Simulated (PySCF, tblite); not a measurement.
# C2H7BrSi: a rotation path, then NMR shifts on frames

How do NMR shifts of C2H7BrSi (`[SiH3]CCBr`) change as the atoms move?

Programs: tblite 0.8.0 and PySCF 2.14.0, with density-fitted response routines of our own. Each step states its level of theory. These are calculated values for one molecule in the gas phase, unless marked as measured. Atoms count from 0, in the outputs and in this text.

## (1) Starting geometry

11 atoms, charge 0, multiplicity 1; geometry from: GFN2-xTB.

Bonds of the start (Å): Si0–C1 1.91, C1–C2 1.51, C2–Br3 1.97, Si0–H4 1.46, Si0–H5 1.46, Si0–H6 1.46, C1–H7 1.09, C1–H8 1.09, C2–H9 1.09, C2–H10 1.09.

## (2) A band between two rotamers with GFN2-xTB

The job: settings as JSON, then the geometry in Å.

```
{"job": {"kind": "neb", "xc": "GFN2-xTB", "basis": "xTB", "atoms": [0, 1, 2, 3], "turn": 120}, "charge": 0, "multiplicity": 1}
Si    -1.553597     0.223927    -0.025638
C      0.321446     0.583683    -0.042302
C      1.128893    -0.681771     0.086493
Br     3.068512    -0.324564     0.067386
H     -1.870936    -0.664858    -1.144503
H     -1.894965    -0.431024     1.238014
H     -2.252440     1.499347    -0.157346
H      0.590246     1.095058    -0.968958
H      0.574544     1.262712     0.774650
H      0.953781    -1.365689    -0.742485
H      0.939942    -1.194152     1.028448
```

Method: GFN2-xTB climbing-image nudged elastic band, gas phase.

Command:

```sh
$ OMP_NUM_THREADS=1 python probes_run.py task.json out
```

This one command runs all jobs of the session in turn.

The program printed:

```text
image   E - E0 / eV
  0       0.0000
  1       0.0191
  2       0.0690
  3       0.1216
  4       0.1442
  5       0.1214
  6       0.0675
  7       0.0181
  8       0.0014
```

Wall time 5.1 s (1 thread of AMD EPYC, shared host); peak memory 0.18 GiB.

The final band, with the dihedral Si0–C1–C2–Br3:

| image | dihedral (°) | energy (eV) | energy (kcal/mol) |
| --- | --- | --- | --- |
| 0 | 180 | 0.000 | 0.0 |
| 1 | 195 | 0.019 | 0.4 |
| 2 | 210 | 0.069 | 1.6 |
| 3 | 225 | 0.122 | 2.8 |
| 4 | 241 | 0.144 | 3.3 |
| 5 | 256 | 0.121 | 2.8 |
| 6 | 271 | 0.068 | 1.6 |
| 7 | 287 | 0.018 | 0.4 |
| 8 | 301 | 0.001 | 0.0 |

## (3) NMR shieldings: image 0, PBE0/pcSseg-1

The job: settings as JSON, then the geometry in Å.

```
{"job": {"kind": "nmr", "xc": "PBE0", "basis": "pcSseg-1", "pop": false}, "charge": 0, "multiplicity": 1}
Si    -1.553600     0.223900    -0.025600
C      0.321400     0.583700    -0.042300
C      1.128900    -0.681800     0.086500
Br     3.068500    -0.324600     0.067400
H     -1.870900    -0.664900    -1.144500
H     -1.895000    -0.431000     1.238000
H     -2.252400     1.499300    -0.157300
H      0.590200     1.095100    -0.969000
H      0.574500     1.262700     0.774600
H      0.953800    -1.365700    -0.742500
H      0.939900    -1.194200     1.028400
```

With the program's defaults for keys left out, this is: GIAO PBE0/pcSseg-1 NMR shielding, non-relativistic, gas phase.

The program printed:

```text
coarse grid: 41408 points
cycle   1  E = -2943.2266519940  dE = -1.146e+00  |g| = 7.052e-01  |ddm| = 2.874e+00
cycle   2  E = -2943.2317180218  dE = -5.066e-03  |g| = 3.842e-01  |ddm| = 4.378e-01
cycle   3  E = -2943.2468601030  dE = -1.514e-02  |g| = 1.260e-01  |ddm| = 2.968e-01
cycle   4  E = -2943.2503968210  dE = -3.537e-03  |g| = 2.465e-02  |ddm| = 1.180e-01
cycle   5  E = -2943.2505295549  dE = -1.327e-04  |g| = 6.088e-03  |ddm| = 2.537e-02
cycle   6  E = -2943.2505391854  dE = -9.631e-06  |g| = 1.341e-03  |ddm| = 5.891e-03
final grid: 85024 points
cycle   7  E = -2943.2505350968  dE =  3.059e-07  |g| = 1.811e-03  |ddm| = 2.621e-03
cycle   8  E = -2943.2505343005  dE =  7.963e-07  |g| = 2.560e-03  |ddm| = 3.459e-03
cycle   9  E = -2943.2505358104  dE = -1.510e-06  |g| = 1.481e-04  |ddm| = 2.112e-03
cycle  10  E = -2943.2505358161  dE = -5.744e-09  |g| = 1.609e-05  |ddm| = 1.409e-04
cycle  11  E = -2943.2505358162  dE = -5.957e-11  |g| = 2.707e-06  |ddm| = 1.590e-05
converged SCF energy = -2943.2505358162

GIAO shielding tensors (ppm)
atom      isotropic    diamagn.    paramagn.     s11        s22        s33       span
  0 Si     423.149     879.542    -456.393    397.519    407.776    464.152     66.633
  1 C      167.339     252.026     -84.687    149.737    163.743    188.538     38.801
  2 C      141.105     245.312    -104.208    102.624    145.056    175.634     73.010
  3 Br    2177.632    3121.319    -943.687   1547.444   1957.315   3028.136   1480.692
  4 H       27.987      28.962      -0.976     24.487     26.414     33.059      8.572
  5 H       27.987      28.960      -0.973     24.487     26.410     33.066      8.578
  6 H       27.765      28.595      -0.830     24.296     25.421     33.579      9.284
  7 H       30.254      30.686      -0.432     25.093     30.717     34.953      9.860
  8 H       30.253      30.669      -0.416     25.100     30.704     34.956      9.856
  9 H       28.086      29.325      -1.239     20.585     28.814     34.859     14.274
 10 H       28.086      29.316      -1.230     20.588     28.814     34.856     14.267
```

Run time: 23 s. Hardware: 1 thread of AMD EPYC, shared host; peak memory 0.7 GiB.

The references, computed at this level on geometries of the same kind, shield at (ppm): 1H TMS 31.72, 13C TMS 186.9, 29Si TMS 349.2, 79Br HBr 2622. Their shielding less the atom's gives the shift. The references are single molecules in the gas phase. Each atom is listed at this fixed geometry, with no averaging over motion; a spectrum would average atoms that exchange fast.

| atoms | environment | σ (ppm) | δ (ppm) |
| --- | --- | --- | --- |
| C2 | sp3 CH2 bonded to Br | 141.1 | 45.8 |
| C1 | sp3 CH2 bonded to Si | 167.3 | 19.6 |
| H6 | hydrogen on a silicon bonded to C | 27.77 | 3.95 |
| H4 | hydrogen on a silicon bonded to C | 27.99 | 3.73 |
| H5 | hydrogen on a silicon bonded to C | 27.99 | 3.73 |
| H10 | hydrogen on an sp3 CH2 bonded to Br | 28.09 | 3.63 |
| H9 | hydrogen on an sp3 CH2 bonded to Br | 28.09 | 3.63 |
| H8 | hydrogen on an sp3 CH2 bonded to Si | 30.25 | 1.46 |
| H7 | hydrogen on an sp3 CH2 bonded to Si | 30.25 | 1.46 |
| Si0 | silicon bonded to C, 3 H | 423.1 | -74.0 |
| Br3 | bromine bonded to C | 2178 | 444 |

## (4) Nuclear shieldings: image 2, PBE0/pcSseg-1

The job: settings as JSON, then the geometry in Å.

```
{"job": {"kind": "nmr", "xc": "PBE0", "basis": "pcSseg-1", "pop": false}, "charge": 0, "multiplicity": 1}
Si    -1.547400     0.238500     0.070800
C      0.316500     0.578000    -0.164200
C      1.137300    -0.686800    -0.022800
Br     2.947300    -0.341000     0.670500
H     -1.957800    -0.750800    -0.925500
H     -1.745400    -0.298800     1.419000
H     -2.269400     1.497600    -0.088900
H      0.509700     1.033600    -1.136800
H      0.627200     1.309600     0.582600
H      1.284800    -1.188300    -0.977500
H      0.702600    -1.388800     0.686400
```

Method: GIAO PBE0/pcSseg-1 NMR shielding, non-relativistic, gas phase.

The program printed:

```text
coarse grid: 41408 points
cycle   1  E = -2943.2234470648  dE = -1.145e+00  |g| = 7.061e-01  |ddm| = 2.874e+00
cycle   2  E = -2943.2282689278  dE = -4.822e-03  |g| = 3.870e-01  |ddm| = 4.368e-01
cycle   3  E = -2943.2437017945  dE = -1.543e-02  |g| = 1.267e-01  |ddm| = 3.015e-01
cycle   4  E = -2943.2472750496  dE = -3.573e-03  |g| = 2.459e-02  |ddm| = 1.191e-01
cycle   5  E = -2943.2474057924  dE = -1.307e-04  |g| = 6.178e-03  |ddm| = 2.516e-02
cycle   6  E = -2943.2474156895  dE = -9.897e-06  |g| = 1.335e-03  |ddm| = 5.869e-03
final grid: 85024 points
cycle   7  E = -2943.2474105504  dE =  3.038e-07  |g| = 1.802e-03  |ddm| = 2.590e-03
cycle   8  E = -2943.2474097635  dE =  7.870e-07  |g| = 2.548e-03  |ddm| = 3.433e-03
cycle   9  E = -2943.2474112533  dE = -1.490e-06  |g| = 1.494e-04  |ddm| = 2.092e-03
cycle  10  E = -2943.2474112591  dE = -5.777e-09  |g| = 1.545e-05  |ddm| = 1.398e-04
cycle  11  E = -2943.2474112591  dE = -5.048e-11  |g| = 2.820e-06  |ddm| = 1.531e-05
converged SCF energy = -2943.2474112591

GIAO shielding tensors (ppm)
atom      isotropic    diamagn.    paramagn.     s11        s22        s33       span
  0 Si     422.343     879.525    -457.182    389.684    414.414    462.930     73.246
  1 C      169.480     251.468     -81.989    141.898    170.139    196.402     54.505
  2 C      143.454     245.007    -101.553    105.990    147.836    176.535     70.545
  3 Br    2170.010    3121.331    -951.321   1450.902   2037.046   3022.083   1571.180
  4 H       28.021      28.983      -0.962     24.553     26.291     33.220      8.667
  5 H       27.901      28.991      -1.090     24.356     26.685     32.661      8.304
  6 H       27.778      28.629      -0.851     24.238     25.355     33.740      9.502
  7 H       29.995      30.635      -0.641     25.489     28.927     35.568     10.079
  8 H       30.402      30.611      -0.209     24.372     32.185     34.650     10.277
  9 H       27.989      28.991      -1.001     21.098     28.365     34.505     13.406
 10 H       28.310      29.512      -1.202     20.404     29.072     35.452     15.048
```

Wall time 25 s (1 thread of AMD EPYC, shared host); peak memory 0.69 GiB.

This run: δ C2 43.5, C1 17.4, Si0 -73.2, Br3 452, H6 3.94, H5 3.82 ppm.

## (5) Shielding tensors: image 4, PBE0/pcSseg-1

The job: settings as JSON, then the geometry in Å.

```
{"job": {"kind": "nmr", "xc": "PBE0", "basis": "pcSseg-1", "pop": false}, "charge": 0, "multiplicity": 1}
Si    -1.522700     0.256600     0.180300
C      0.304500     0.570700    -0.271700
C      1.160800    -0.681000    -0.113400
Br     2.603800    -0.452500     1.195100
H     -2.005400    -0.808500    -0.702000
H     -1.587300    -0.186700     1.573000
H     -2.271300     1.495200    -0.013500
H      0.382800     0.932400    -1.298400
H      0.691600     1.374800     0.353500
H      1.657300    -0.964200    -1.040800
H      0.591300    -1.534100     0.251700
```

Level: GIAO PBE0/pcSseg-1 NMR shielding, non-relativistic, gas phase.

The program printed:

```text
coarse grid: 41408 points
cycle   1  E = -2943.2194738351  dE = -1.144e+00  |g| = 7.079e-01  |ddm| = 2.874e+00
cycle   2  E = -2943.2239090077  dE = -4.435e-03  |g| = 3.921e-01  |ddm| = 4.343e-01
cycle   3  E = -2943.2398319014  dE = -1.592e-02  |g| = 1.273e-01  |ddm| = 3.088e-01
cycle   4  E = -2943.2434394683  dE = -3.608e-03  |g| = 2.466e-02  |ddm| = 1.203e-01
cycle   5  E = -2943.2435688510  dE = -1.294e-04  |g| = 6.249e-03  |ddm| = 2.467e-02
cycle   6  E = -2943.2435788958  dE = -1.004e-05  |g| = 1.338e-03  |ddm| = 5.768e-03
cycle   7  E = -2943.2435792467  dE = -3.509e-07  |g| = 3.854e-04  |ddm| = 1.552e-03
final grid: 85024 points
cycle   8  E = -2943.2435678367  dE = -1.332e-08  |g| = 4.962e-04  |ddm| = 1.378e-03
cycle   9  E = -2943.2435678082  dE =  2.842e-08  |g| = 6.338e-04  |ddm| = 1.009e-03
cycle  10  E = -2943.2435678734  dE = -6.519e-08  |g| = 6.620e-05  |ddm| = 5.457e-04
cycle  11  E = -2943.2435678745  dE = -1.032e-09  |g| = 6.901e-06  |ddm| = 5.752e-05
cycle  12  E = -2943.2435678745  dE = -1.501e-11  |g| = 1.094e-06  |ddm| = 1.108e-05
converged SCF energy = -2943.2435678745

GIAO shielding tensors (ppm)
atom      isotropic    diamagn.    paramagn.     s11        s22        s33       span
  0 Si     421.333     879.410    -458.076    394.870    406.444    462.685     67.814
  1 C      171.977     250.638     -78.662    135.251    174.933    205.745     70.494
  2 C      146.277     244.886     -98.609    112.863    150.794    175.174     62.311
  3 Br    2187.592    3121.649    -934.057   1405.540   2141.083   3016.153   1610.613
  4 H       27.990      29.000      -1.011     24.534     26.212     33.223      8.690
  5 H       27.755      28.829      -1.074     24.101     27.025     32.140      8.039
  6 H       27.793      28.636      -0.843     24.189     25.237     33.952      9.763
  7 H       29.983      30.715      -0.731     25.116     28.192     36.643     11.527
  8 H       30.410      30.436      -0.025     24.307     32.199     34.726     10.419
  9 H       27.898      28.700      -0.802     20.838     28.003     34.852     14.014
 10 H       28.535      29.574      -1.038     21.348     28.986     35.272     13.923
```

It took 25 s on 1 thread of AMD EPYC, shared host; peak memory 0.8 GiB.

This run: δ C2 40.6, C1 14.9, Si0 -72.2, Br3 434, H5 3.96, H6 3.92 ppm.

## (6) Nuclear shieldings: image 6, PBE0/pcSseg-1

The job: settings as JSON, then the geometry in Å.

```
{"job": {"kind": "nmr", "xc": "PBE0", "basis": "pcSseg-1", "pop": false}, "charge": 0, "multiplicity": 1}
Si    -1.475800     0.270400     0.289400
C      0.293200     0.558500    -0.366900
C      1.184000    -0.660200    -0.189300
Br     2.089400    -0.645000     1.542900
H     -2.010900    -0.866500    -0.467400
H     -1.417200    -0.054100     1.712000
H     -2.259800     1.478400     0.046600
H      0.255500     0.802800    -1.431000
H      0.748200     1.419500     0.123700
H      1.980400    -0.710900    -0.932800
H      0.618300    -1.590300    -0.213400
```

Method: GIAO PBE0/pcSseg-1 NMR shielding, non-relativistic, gas phase.

The program printed:

```text
coarse grid: 41408 points
cycle   1  E = -2943.2219569883  dE = -1.136e+00  |g| = 7.089e-01  |ddm| = 2.873e+00
cycle   2  E = -2943.2263430062  dE = -4.386e-03  |g| = 3.947e-01  |ddm| = 4.342e-01
cycle   3  E = -2943.2424126642  dE = -1.607e-02  |g| = 1.275e-01  |ddm| = 3.056e-01
cycle   4  E = -2943.2460197808  dE = -3.607e-03  |g| = 2.526e-02  |ddm| = 1.210e-01
cycle   5  E = -2943.2461578019  dE = -1.380e-04  |g| = 6.537e-03  |ddm| = 2.561e-02
cycle   6  E = -2943.2461687810  dE = -1.098e-05  |g| = 1.305e-03  |ddm| = 5.919e-03
cycle   7  E = -2943.2461691036  dE = -3.227e-07  |g| = 3.871e-04  |ddm| = 1.526e-03
final grid: 85024 points
cycle   8  E = -2943.2461743359  dE = -9.211e-09  |g| = 4.830e-04  |ddm| = 1.356e-03
cycle   9  E = -2943.2461743124  dE =  2.354e-08  |g| = 6.066e-04  |ddm| = 9.799e-04
cycle  10  E = -2943.2461743700  dE = -5.760e-08  |g| = 6.423e-05  |ddm| = 5.266e-04
cycle  11  E = -2943.2461743710  dE = -9.841e-10  |g| = 6.457e-06  |ddm| = 5.527e-05
converged SCF energy = -2943.2461743710

GIAO shielding tensors (ppm)
atom      isotropic    diamagn.    paramagn.     s11        s22        s33       span
  0 Si     420.464     879.302    -458.837    388.817    411.409    461.166     72.349
  1 C      170.758     250.647     -79.889    140.782    172.189    199.304     58.521
  2 C      144.577     245.505    -100.928    113.654    149.074    171.004     57.350
  3 Br    2250.941    3122.368    -871.427   1585.587   2156.903   3010.332   1424.745
  4 H       27.958      28.988      -1.030     24.582     26.019     33.272      8.690
  5 H       27.547      28.566      -1.019     23.449     27.723     31.468      8.019
  6 H       27.816      28.631      -0.816     24.234     25.321     33.892      9.658
  7 H       30.285      30.694      -0.409     24.767     27.966     38.120     13.353
  8 H       30.478      30.402       0.076     25.261     30.953     35.221      9.960
  9 H       27.736      28.589      -0.853     20.177     27.596     35.436     15.259
 10 H       28.422      29.706      -1.285     22.403     27.934     34.928     12.525
```

Run time: 26 s. Hardware: 1 thread of AMD EPYC, shared host; peak memory 0.7 GiB.

Key values: δ C2 42.3, C1 16.2, Si0 -71.3, Br3 371, H5 4.17, H9 3.98 ppm.

## (7) Nuclear shieldings: image 8, PBE0/pcSseg-1

The job: settings as JSON, then the geometry in Å.

```
{"job": {"kind": "nmr", "xc": "PBE0", "basis": "pcSseg-1", "pop": false}, "charge": 0, "multiplicity": 1}
Si    -1.424300     0.290000     0.397500
C      0.290300     0.559400    -0.405100
C      1.207800    -0.636900    -0.284700
Br     1.526000    -1.120500     1.581500
H     -1.884600    -1.047400     0.017100
H     -1.320100     0.406100     1.848200
H     -2.310800     1.318000    -0.146600
H      0.176800     0.773700    -1.470600
H      0.774700     1.432500     0.036600
H      2.193900    -0.449000    -0.711800
H      0.775600    -1.523200    -0.748500
```

Method: GIAO PBE0/pcSseg-1 NMR shielding, non-relativistic, gas phase.

The program printed:

```text
coarse grid: 41408 points
cycle   1  E = -2943.2248316422  dE = -1.127e+00  |g| = 7.103e-01  |ddm| = 2.887e+00
cycle   2  E = -2943.2293559324  dE = -4.524e-03  |g| = 3.965e-01  |ddm| = 4.361e-01
cycle   3  E = -2943.2452773087  dE = -1.592e-02  |g| = 1.269e-01  |ddm| = 3.022e-01
cycle   4  E = -2943.2488145854  dE = -3.537e-03  |g| = 2.595e-02  |ddm| = 1.238e-01
cycle   5  E = -2943.2489661005  dE = -1.515e-04  |g| = 6.802e-03  |ddm| = 2.746e-02
cycle   6  E = -2943.2489779998  dE = -1.190e-05  |g| = 1.259e-03  |ddm| = 6.079e-03
cycle   7  E = -2943.2489782955  dE = -2.956e-07  |g| = 3.769e-04  |ddm| = 1.487e-03
final grid: 85024 points
cycle   8  E = -2943.2489775996  dE = -1.216e-08  |g| = 4.692e-04  |ddm| = 1.359e-03
cycle   9  E = -2943.2489775808  dE =  1.878e-08  |g| = 5.815e-04  |ddm| = 1.002e-03
cycle  10  E = -2943.2489776324  dE = -5.157e-08  |g| = 6.085e-05  |ddm| = 5.245e-04
cycle  11  E = -2943.2489776333  dE = -9.090e-10  |g| = 7.321e-06  |ddm| = 5.458e-05
converged SCF energy = -2943.2489776333

GIAO shielding tensors (ppm)
atom      isotropic    diamagn.    paramagn.     s11        s22        s33       span
  0 Si     420.595     879.000    -458.405    388.392    414.850    458.543     70.151
  1 C      170.184     251.298     -81.114    152.694    164.379    193.480     40.787
  2 C      140.289     245.027    -104.738    108.159    145.366    167.341     59.182
  3 Br    2314.777    3123.095    -808.318   1853.787   2123.835   2966.708   1112.922
  4 H       28.017      28.842      -0.825     24.627     26.448     32.976      8.349
  5 H       27.355      28.499      -1.144     23.007     27.624     31.432      8.426
  6 H       27.912      28.672      -0.760     24.501     25.397     33.839      9.338
  7 H       30.517      30.638      -0.121     24.787     27.867     38.895     14.107
  8 H       30.279      30.459      -0.180     26.052     29.047     35.739      9.686
  9 H       27.632      28.461      -0.829     20.144     27.243     35.508     15.364
 10 H       28.090      29.379      -1.289     21.978     27.211     35.082     13.104
```

Run time: 22 s. Hardware: 1 thread of AMD EPYC, shared host; peak memory 0.81 GiB.

Key values: δ C2 46.6, C1 16.7, Si0 -71.4, Br3 307, H5 4.36, H9 4.09 ppm.

## (8) Run by run: NMR shifts

Shifts (ppm) of some atoms, chosen among heavy atoms and hydrogens apart, with basis size and wall time:

| frame | C2 | C1 | H5 | H9 | H7 | Si0 | Br3 | functions | time |
| --- | --- | --- | --- | --- | --- | --- | --- | --- | --- |
| image 0 | 45.8 | 19.6 | 3.73 | 3.63 | 1.46 | -74.0 | 444 | 134 | 23 s |
| image 2 | 43.5 | 17.4 | 3.82 | 3.73 | 1.72 | -73.2 | 452 | 134 | 25 s |
| image 4 | 40.6 | 14.9 | 3.96 | 3.82 | 1.73 | -72.2 | 434 | 134 | 25 s |
| image 6 | 42.3 | 16.2 | 4.17 | 3.98 | 1.43 | -71.3 | 371 | 134 | 26 s |
| image 8 | 46.6 | 16.7 | 4.36 | 4.09 | 1.20 | -71.4 | 307 | 134 | 22 s |

## (9) Outcome

| quantity | value |
| --- | --- |
| barrier | 0.144 eV (3.3 kcal/mol) at image 4 |
| end to end (GFN2-xTB) | 0.001 eV |
| 13C shifts against TMS (PBE0/pcSseg-1, image 0) | 45.8, 19.6 ppm |
| 1H shifts against TMS (PBE0/pcSseg-1, image 0) | 3.95, 3.73, 3.73, 3.63, 3.63, 1.46, 1.46 ppm |
| 29Si shifts against TMS (PBE0/pcSseg-1, image 0) | -74.0 ppm |
| 79Br shifts against HBr (PBE0/pcSseg-1, image 0) | 444 ppm |
| range of the shift of Br3 | 307 to 452 ppm |

**Reading.** Along the band the dihedral turns by 121°, and the top (dihedral 241°) lies 3.3 kcal/mol above the start (GFN2-xTB, rough), so at room temperature this motion is fast. The top was not checked by a frequency run. C2 stands next to heavy halogen, whose spin-orbit shielding this run leaves out, so the computed shift lies too far downfield, most of all for carbon beside Br or I. Shifts at one fixed geometry are not the observed spectrum, which averages over the motion. In the first frame run (image 0): The largest span, 1481 ppm, is at Br3, where the paramagnetic term is -944 ppm. In ppm, Br3 moves most: its shift spreads over 145 ppm, from 307 (image 8) to 452 (image 2). Spin-orbit coupling is left out, which matters for shieldings and couplings at and beside the heavy atoms.
